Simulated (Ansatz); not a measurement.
**CH4AlBrSe: small, medium and large basis sets**

Aim: see how fast density functionals converge with the basis set for CH4AlBrSe.

Program: Ansatz 0.2.0, Gaussian basis. Level of theory: one geometry, several basis sets. These are calculated values, not measurements.

The runs, in order: PBE0-D4/def2-SVP; ωB97M-V/def2-SVP; PBE0-D4/def2-QZVPP; ωB97M-V/def2-QZVPP; the functionals' def2-TZVPP values are taken from earlier runs.

**1. The geometry**

An earlier PBE0-D4 in a triple-zeta def2 set relaxation fixed the geometry.

SMILES `C[Se][AlH][Br]`, 8 atoms, charge 0, spin multiplicity 1.

Atoms are counted from 1 here; the program's logs count them from 0.

Bond lengths: C1–Se2 1.963 Å, C1–H5 1.087 Å, C1–H6 1.088 Å, C1–H7 1.088 Å, Se2–Al3 2.292 Å, Al3–Br4 2.261 Å, Al3–H8 1.572 Å. Angles: Se2–C1–H5 110.6°, Se2–C1–H6 107.8°, Se2–C1–H7 107.7°, H5–C1–H6 110.2°, H5–C1–H7 110.2°, H6–C1–H7 110.3°, C1–Se2–Al3 101.6°, Se2–Al3–Br4 119.5°, Se2–Al3–H8 120.7°, Br4–Al3–H8 119.8°.

As a file:

```tsv
atom	x (Å)	y (Å)	z (Å)
C1	0.3147	1.4269	-0.1700
Se2	-0.5625	0.4126	1.2630
Al3	-0.4762	-1.7228	0.4351
Br4	0.4816	-2.0994	-1.5786
H5	0.6291	0.7637	-0.9722
H6	-0.3985	2.1572	-0.5452
H7	1.1777	1.9299	0.2603
H8	-1.0739	-2.9253	1.2517
```

**2. PBE0-D4 in def2-SVP**

File in.yaml:

```yaml
crystal:
  periodic: [false, false, false]
  atoms:
    - {symbol: C, position_ang: [0.314738, 1.426939, -0.169981]}
    - {symbol: Se, position_ang: [-0.562538, 0.412552, 1.262978]}
    - {symbol: Al, position_ang: [-0.476190, -1.722794, 0.435146]}
    - {symbol: Br, position_ang: [0.481613, -2.099378, -1.578590]}
    - {symbol: H, position_ang: [0.629125, 0.763693, -0.972190]}
    - {symbol: H, position_ang: [-0.398482, 2.157237, -0.545178]}
    - {symbol: H, position_ang: [1.177697, 1.929917, 0.260341]}
    - {symbol: H, position_ang: [-1.073861, -2.925266, 1.251675]}
basis:
  gaussian: {orbitals: def2-SVP}
hamiltonian: {xc: pbe0, dispersion: d4}
output: {orbitals: {seedname: orbitals}}
```

Launch:

```console
$ ansatz run in.yaml --threads 4 --pin off --events-out ev --progress --plain --max-ram 10444MiB
```

The runs that follow: ωB97M-V in def2-SVP; PBE0-D4 in def2-QZVPP; ωB97M-V in def2-QZVPP.

Before running them: what should the planned runs give, taken together? Wanted: PBE0-D4: double and triple zeta above quadruple; ωB97M-V: double and triple zeta above quadruple.

**Answer**, as computed:

| quantity | value |
| --- | --- |
| PBE0-D4: double and triple zeta above quadruple | 23.12, 3.07 eV |
| ωB97M-V: double and triple zeta above quadruple | 23.02, 2.97 eV |

What this shows: For PBE0-D4 the step from double to triple zeta gains 20.05 eV and the next only 3.07 eV. These are total energies; as a rule much of such shifts cancels in differences, which this series doesn't test.
